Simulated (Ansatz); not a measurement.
## WAu under changes of volume

One of the cells (20.751 Å³/atom); the others are scaled copies at fixed shape and fractional positions:

```
CELL_PARAMETERS angstrom
0.00000 2.74798 2.74798
2.74798 0.00000 2.74798
2.74798 2.74798 0.00000
ATOMIC_POSITIONS crystal
W 0.00000 0.00000 0.00000
Au 0.75000 0.75000 0.75000
```

The cell was built by a generator and needn't be a form met in nature.

```yaml
Program: Ansatz 0.2.0
Functional: PBE
Potentials_or_basis: all-electron LAPW, scalar-relativistic
Cutoff: 432 eV (chosen from the basis error)
Basis_error_allowed: 0.0005 eV/atom
k_mesh: 8 × 8 × 8
Occupations: fermi-dirac, width 0.05 eV
Spin: no spin polarisation
```

| volume (Å³/atom) | energy over the lowest point (meV/atom) | pressure (GPa) |
| --- | --- | --- |
| 19.506 | ? | ? |
| 19.921 | 396.97 | 44.7 |
| 20.336 | 289.54 | 38.4 |
| 20.751 | 197.53 | 32.8 |
| 21.166 | 119.46 | 27.6 |
| 21.581 | 54.01 | 23.0 |
| 21.996 | 0.00 | 18.8 |

Question: What does the run at 19.506 Å³/atom give?

Answer: Energy over the lowest point 521.47 meV/atom; pressure 51.6 GPa.

Worked out: A Birch-Murnaghan fit of order 3 (a polynomial in V^(-2/3)) to the other rows has no minimum within the range. It gives 521.46 meV/atom at 19.506 Å³/atom, against the run's 521.47, and -dE/dV = 51.6 GPa, against 51.6.

Energies are extrapolated to zero smearing.

The runs don't all hold the same shells in valence.
